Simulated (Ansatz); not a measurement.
# CH4BrGe radical: a ladder of functionals and wavefunction methods

The task here is to estimate one member of a computed series from the others.

Computed with Ansatz 0.2.0, Gaussian basis. Level: functionals in def2-TZVPP, the program's frozen cores in correlated methods.

The runs, in order: LDA (SPW92), PBE-D4, revPBE-D4, BLYP-D4, r2SCAN-D4, B97M-V, PBE0-D4, B3LYP-D4, r2SCANh-D4, r2SCAN0-D4, HSE06-D4, BHLYP-D4, CAM-B3LYP-D4, LC-ωPBE, ωB97X-V, ωB97M-V, B2PLYP, PBE-QIDH; CCSD(T)/def2-SVP; CCSD(T)/def2-TZVPP; MP2/def2-QZVPP; extrapolation to the limit; RPA on PBE.

## The geometry

All runs share one geometry, relaxed beforehand with PBE0-D4 in a triple-zeta def2 set.

SMILES `[CH3][GeH][Br]`, 7 atoms, charge 0, spin multiplicity 2.

Atoms are counted from 1 here; the program's logs count them from 0.

Bond lengths: C1–Ge2 1.958 Å, C1–H4 1.091 Å, C1–H5 1.092 Å, C1–H6 1.089 Å, Ge2–Br3 2.323 Å, Ge2–H7 1.552 Å. Angles: Ge2–C1–H4 109.5°, Ge2–C1–H5 108.7°, Ge2–C1–H6 110.1°, H4–C1–H5 109.5°, H4–C1–H6 109.6°, H5–C1–H6 109.4°, C1–Ge2–Br3 107.6°, C1–Ge2–H7 112.2°, Br3–Ge2–H7 105.8°.

Coordinates:

```xyz
7
charge 0, multiplicity 2
C    -0.6702    0.4909   -0.3640
Ge    0.9834   -0.5449   -0.2028
Br    0.5554   -2.3371    1.2113
H    -0.4949    1.3612   -0.9981
H    -0.9762    0.8203    0.6312
H    -1.4561   -0.1253   -0.7983
H     2.1198    0.2669    0.4749
```

The first run:

in.yaml reads:

```yaml
crystal:
  periodic: [false, false, false]
  atoms:
    - {symbol: C, position_ang: [-0.670201, 0.490923, -0.363954]}
    - {symbol: Ge, position_ang: [0.983361, -0.544949, -0.202820]}
    - {symbol: Br, position_ang: [0.555428, -2.337064, 1.211340]}
    - {symbol: H, position_ang: [-0.494884, 1.361244, -0.998072]}
    - {symbol: H, position_ang: [-0.976179, 0.820264, 0.631155]}
    - {symbol: H, position_ang: [-1.456101, -0.125338, -0.798284]}
    - {symbol: H, position_ang: [2.119776, 0.266921, 0.474935]}
basis:
  gaussian: {orbitals: def2-TZVPP}
magnetization: {spin_polarized: true, initial_magnetization: 1}
hamiltonian: {xc: lda}
output: {orbitals: {seedname: orbitals}}
```

Started as:

```
> ansatz run in.yaml --threads 4 --pin off --events-out ev --progress --plain --max-ram 10444MiB
```

Among the steps run: LDA; PBE-D4 (GGA); revPBE-D4 (GGA); BLYP-D4 (GGA); r2SCAN-D4 (meta-GGA); B97M-V (meta-GGA); PBE0-D4 (hybrid); B3LYP-D4 (hybrid); r2SCANh-D4 (hybrid); r2SCAN0-D4 (hybrid); HSE06-D4 (hybrid); BHLYP-D4 (hybrid); CAM-B3LYP-D4 (range-separated); LC-ωPBE (range-separated); ωB97X-V (range-separated); ωB97M-V (range-separated); B2PLYP (double hybrid); PBE-QIDH (double hybrid).

One table of the session follows, with a row left open; its other results are not shown here.

It belongs to the step «Frontier levels by functional». 

| functional | HOMO (eV) | LUMO (eV) | gap (eV) |
| --- | --- | --- | --- |
| LDA (SPW92) | -5.15 | -4.27 | 0.88 |
| PBE-D4 | -5.12 | -3.90 | 1.22 |
| revPBE-D4 | ? | ? | ? |
| BLYP-D4 | -4.92 | -3.94 | 0.99 |
| r2SCAN-D4 | -5.50 | -3.56 | 1.94 |
| B97M-V | -5.34 | -4.01 | 1.33 |
| PBE0-D4 | -6.25 | -3.01 | 3.25 |
| B3LYP-D4 | -5.98 | -3.41 | 2.57 |
| r2SCANh-D4 | -5.91 | -3.24 | 2.67 |
| r2SCAN0-D4 | -6.52 | -2.77 | 3.76 |
| HSE06-D4 | -5.86 | -3.38 | 2.48 |
| BHLYP-D4 | -7.20 | -2.21 | 4.99 |
| CAM-B3LYP-D4 | -7.47 | -2.13 | 5.34 |
| LC-ωPBE | -8.87 | -0.72 | 8.15 |
| ωB97X-V | -8.38 | -1.17 | 7.22 |
| ωB97M-V | -8.23 | -1.24 | 6.99 |

Estimate the missing values for revPBE-D4.

**Answer.** HOMO (eV): -5.10; LUMO (eV): -3.76; gap (eV): 1.33. In the column «HOMO (eV)» it lies between PBE-D4 (-5.12) and BLYP-D4 (-4.92).
